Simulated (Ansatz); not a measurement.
**CH4BFO: one species, many methods**

An exercise on one series of results from a longer session: the logs are not shown, and one member is left open.

Computed with Ansatz 0.2.0, Gaussian basis. Level: functionals in def2-TZVPP, the program's frozen cores in correlated methods.

Plan: LDA (SPW92), PBE-D4, revPBE-D4, BLYP-D4, r2SCAN-D4, B97M-V, PBE0-D4, B3LYP-D4, r2SCANh-D4, r2SCAN0-D4, HSE06-D4, BHLYP-D4, CAM-B3LYP-D4, LC-ωPBE, ωB97X-V, ωB97M-V, B2PLYP, PBE-QIDH; CCSD(T)/def2-SVP; CCSD(T)/def2-TZVPP; MP2/def2-QZVPP; extrapolation to the limit; RPA on PBE.

1 further run of the same task is left out (it didn't finish).

## Structure used throughout

All runs share one geometry, relaxed beforehand with PBE0-D4 in a triple-zeta def2 set.

SMILES `OBCF`, 8 atoms, charge 0, spin multiplicity 1.

Atoms are counted from 1 here; the program's logs count them from 0.

Bond lengths: O1–B2 1.352 Å, O1–H5 0.960 Å, B2–C3 1.572 Å, B2–H6 1.200 Å, C3–F4 1.389 Å, C3–H7 1.098 Å, C3–H8 1.098 Å. Angles: B2–O1–H5 113.6°, O1–B2–C3 116.8°, O1–B2–H6 121.2°, C3–B2–H6 122.0°, B2–C3–F4 112.6°, B2–C3–H7 110.8°, B2–C3–H8 110.7°, F4–C3–H7 108.1°, F4–C3–H8 108.1°, H7–C3–H8 106.3°.

The first run:

in.yaml

```yaml
crystal:
  periodic: [false, false, false]
  atoms:
    - {symbol: O, position_ang: [-0.242210, 1.079490, -1.168597]}
    - {symbol: B, position_ang: [0.106698, 0.597613, 0.045448]}
    - {symbol: C, position_ang: [-0.021407, -0.954833, 0.254082]}
    - {symbol: F, position_ang: [0.362024, -1.355093, 1.527500]}
    - {symbol: H, position_ang: [-0.147107, 2.031211, -1.246331]}
    - {symbol: H, position_ang: [0.494300, 1.326984, 0.916608]}
    - {symbol: H, position_ang: [0.595505, -1.497464, -0.474339]}
    - {symbol: H, position_ang: [-1.055704, -1.284907, 0.089731]}
basis:
  gaussian: {orbitals: def2-TZVPP}
hamiltonian: {xc: lda}
output: {orbitals: {seedname: orbitals}}
```

Started as:

```sh
> ansatz run in.yaml --threads 2 --pin off --events-out ev --progress --plain --max-ram 4352MiB
```

Steps of the session up to this table: LDA; PBE-D4 (GGA); revPBE-D4 (GGA); BLYP-D4 (GGA); r2SCAN-D4 (meta-GGA); B97M-V (meta-GGA); PBE0-D4 (hybrid); B3LYP-D4 (hybrid); r2SCANh-D4 (hybrid); r2SCAN0-D4 (hybrid); HSE06-D4 (hybrid); BHLYP-D4 (hybrid); CAM-B3LYP-D4 (range-separated); LC-ωPBE (range-separated); ωB97X-V (range-separated); ωB97M-V (range-separated); B2PLYP (double hybrid); PBE-QIDH (double hybrid).

One table of the session follows, with a row left open; its other results are not shown here.

It belongs to the step «Frontier levels by functional». 

| functional | HOMO (eV) | gap (eV) |
| --- | --- | --- |
| LDA (SPW92) | -7.10 | 5.52 |
| PBE-D4 | -6.99 | 5.68 |
| revPBE-D4 | -6.94 | 5.74 |
| BLYP-D4 | -6.95 | 5.74 |
| r2SCAN-D4 | -7.33 | 6.41 |
| B97M-V | -7.48 | 6.49 |
| PBE0-D4 | -8.60 | 8.29 |
| B3LYP-D4 | -8.40 | 7.83 |
| r2SCANh-D4 | -7.93 | 7.35 |
| r2SCAN0-D4 | -8.82 | 8.75 |
| HSE06-D4 | -8.19 | 7.50 |
| BHLYP-D4 | -10.16 | 10.84 |
| CAM-B3LYP-D4 | -10.11 | 10.87 |
| LC-ωPBE | -11.43 | 13.45 |
| ωB97X-V | -11.09 | 13.00 |
| ωB97M-V | ? | ? |

**Question.** Estimate the row for ωB97M-V.

**Answer.** HOMO (eV): -10.97; gap (eV): 12.60. In the column «HOMO (eV)» it lies between ωB97X-V (-11.09) and BHLYP-D4 (-10.16).
